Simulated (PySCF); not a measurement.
# BHLYP/cc-pVTZ run of BrF (bromine fluoride)

What is the vertical ionisation energy of BrF (bromine fluoride) at BHLYP/cc-pVTZ? The job is set up through a Python script.

Program for the calculation: PySCF 2.14.0.

7 further runs of the same task are left out: 7 set aside as unsound or not needed.

## 1. The structure to begin with

BrF: 2 atoms, total charge 0, spin state singlet. SMILES: `FBr`. Geometry: relaxed at GFN2-xTB.

Bond lengths: F1–Br2 1.800 Å.

## 2. The energy at BHLYP/cc-pVTZ

Input file run.py:

```python
# bromine fluoride
from pyscf import gto, dft

molecule = gto.M(
    atom='F 0.000000 0.000000 0.000000; Br 0.000000 0.000000 1.799940',
    verbose=3,
    max_memory=1860,
    charge=0,
    basis='cc-pvtz',
)

mf = dft.RKS(molecule)
mf.xc = 'bhandhlyp'
mf.conv_tol = 1e-10
mf.grids.level = 5
mf.kernel()
if not mf.converged:
    mf = mf.newton().run(mf.mo_coeff, mf.mo_occ)

energy = mf.e_tot
print('E(%s) = %.9f' % ('BHLYP', energy))
```

The run is started by

```console
$ OMP_NUM_THREADS=1 python run.py
```

Output:

```text
converged SCF energy = -2673.96690176562
E(BHLYP) = -2673.966901766
```

Wall time 3.9 s (1 thread of Intel Xeon 6975P-C (Granite Rapids), shared host); peak memory 0.34 GiB.

## 3. The doublet cation

Input file run.py:

```python
from pyscf import gto, dft

mol = gto.M(
    atom='''
F      0.000000     0.000000     0.000000
Br     0.000000     0.000000     3.401394
''',
    basis='cc-pvtz',
    max_memory=1860,
    unit='bohr',
    spin=1,
    charge=1,
    verbose=4,
)

myscf = dft.UKS(mol)
myscf.xc = 'bhandhlyp'
myscf.grids.level = 5
myscf.conv_tol = 1e-10
myscf.kernel()
if not myscf.converged:
    myscf = myscf.newton().run(myscf.mo_coeff, myscf.mo_occ)

energy = myscf.e_tot
print('Final energy', energy)
```

The run is started by

```console
$ OMP_NUM_THREADS=1 python run.py
```

Output:

```text
PySCF version 2.14.0

[INPUT] num. atoms = 2
[INPUT] num. electrons = 43
[INPUT] charge = 1
[INPUT] spin (= nelec alpha-beta = 2S) = 1
[INPUT] symmetry False subgroup None
[INPUT] Mole.unit = bohr
[INPUT] Symbol           X                Y                Z      unit          X                Y                Z       unit  Magmom
[INPUT]  1 F      0.000000000000   0.000000000000   0.000000000000 AA    0.000000000000   0.000000000000   0.000000000000 Bohr   0.0
[INPUT]  2 Br     0.000000000000   0.000000000000   1.799940190160 AA    0.000000000000   0.000000000000   3.401394000000 Bohr   0.0

nuclear repulsion = 92.6090890969996
number of shells = 19
number of NR pGTOs = 153
number of NR cGTOs = 73
basis = cc-pvtz
ecp = {}

******** <class 'pyscf.dft.uks.UKS'> ********
method = UKS
initial guess = minao
damping factor = 0
level_shift factor = 0
DIIS = <class 'pyscf.scf.diis.CDIIS'>
diis_start_cycle = 1
diis_space = 8
diis_damp = 0
SCF conv_tol = 1e-10
SCF conv_tol_grad = None
SCF max_cycles = 50
direct_scf = True
direct_scf_tol = 1e-13
number electrons alpha = 22  beta = 21
XC library pyscf.dft.libxc version 7.0.0
    S. Lehtola, C. Steigemann, M. J.T. Oliveira, and M. A.L. Marques.,  SoftwareX 7, 1–5 (2018)
XC functionals = bhandhlyp
    Defined through Gaussian implementation.
radial grids:
    Treutler-Ahlrichs [JCP 102, 346 (1995); DOI:10.1063/1.469408] (M4) radial grids

becke partition: Becke, JCP 88, 2547 (1988); DOI:10.1063/1.454033
pruning grids: <function nwchem_prune>
grids dens level: 5
symmetrized grids: False
atomic radii adjust function: <function treutler_atomic_radii_adjust>
small_rho_cutoff = 0
Set gradient conv threshold to 1e-05
tot grids = 88616
init E= -2672.93900239151
[... the frontier-level lines of each cycle are left out ...]



cycle= 1 E= -2673.42002041047  delta_E= -0.481  |g|= 0.467  |ddm|= 0.993
cycle= 2 E= -2673.26716697213  delta_E= 0.153  |g|= 0.85  |ddm|= 0.695
cycle= 3 E= -2673.51839271827  delta_E= -0.251  |g|= 0.145  |ddm|= 0.397
cycle= 4 E= -2673.52443950954  delta_E= -0.00605  |g|= 0.0186  |ddm|= 0.0674
cycle= 5 E= -2673.52479233364  delta_E= -0.000353  |g|= 0.00703  |ddm|= 0.0212
cycle= 6 E= -2673.52490805028  delta_E= -0.000116  |g|= 0.00395  |ddm|= 0.0119
cycle= 7 E= -2673.5249641008  delta_E= -5.61e-05  |g|= 0.00194  |ddm|= 0.0106
cycle= 8 E= -2673.52497610845  delta_E= -1.2e-05  |g|= 0.000583  |ddm|= 0.00651
cycle= 9 E= -2673.52497696369  delta_E= -8.55e-07  |g|= 0.000391  |ddm|= 0.000998
cycle= 10 E= -2673.5249775977  delta_E= -6.34e-07  |g|= 0.000252  |ddm|= 0.00107
cycle= 11 E= -2673.52497800753  delta_E= -4.1e-07  |g|= 6.61e-05  |ddm|= 0.00145
cycle= 12 E= -2673.5249780289  delta_E= -2.14e-08  |g|= 2.29e-05  |ddm|= 0.000376
cycle= 13 E= -2673.52497802917  delta_E= -2.67e-10  |g|= 1.48e-05  |ddm|= 3.63e-05
cycle= 14 E= -2673.52497802932  delta_E= -1.49e-10  |g|= 2.03e-06  |ddm|= 2.56e-05
cycle= 15 E= -2673.52497802932  delta_E=    0  |g|= 7.13e-07  |ddm|= 2.19e-06
Extra cycle  E= -2673.52497802933  delta_E= -1.09e-11  |g|= 8.11e-07  |ddm|= 8.72e-07
converged SCF energy = -2673.52497802933  <S^2> = 0.75487036  2S+1 = 2.0048644
Final energy -2673.52497802933
```

It took 8.7 s on 1 thread of Intel Xeon 6975P-C (Granite Rapids), shared host; peak memory 0.35 GiB.

## 4. Outcome

Level: BHLYP/cc-pVTZ.

```
                                          quantity           value
                         singlet BrF: total energy  -2673.96690 Eh
                        singlet BrF: dipole moment          1.69 D
                          singlet BrF: HOMO energy       -10.28 eV
                          singlet BrF: LUMO energy        -2.47 eV
                        singlet BrF: HOMO–LUMO gap         7.81 eV
                      doublet cation: total energy  -2673.52498 Eh
doublet cation: HOMO energy (highest over α and β)       -19.12 eV
 doublet cation: LUMO energy (lowest over α and β)       -13.81 eV
                              doublet cation: ⟨S²⟩           0.755
vertical ionisation energy (to the doublet cation)       12.025 eV
```

In words: Removing an electron at fixed nuclei costs 12.03 eV (1160 kJ/mol). The negative HOMO energy of the first species, 10.28 eV, lies 1.74 eV below that difference.
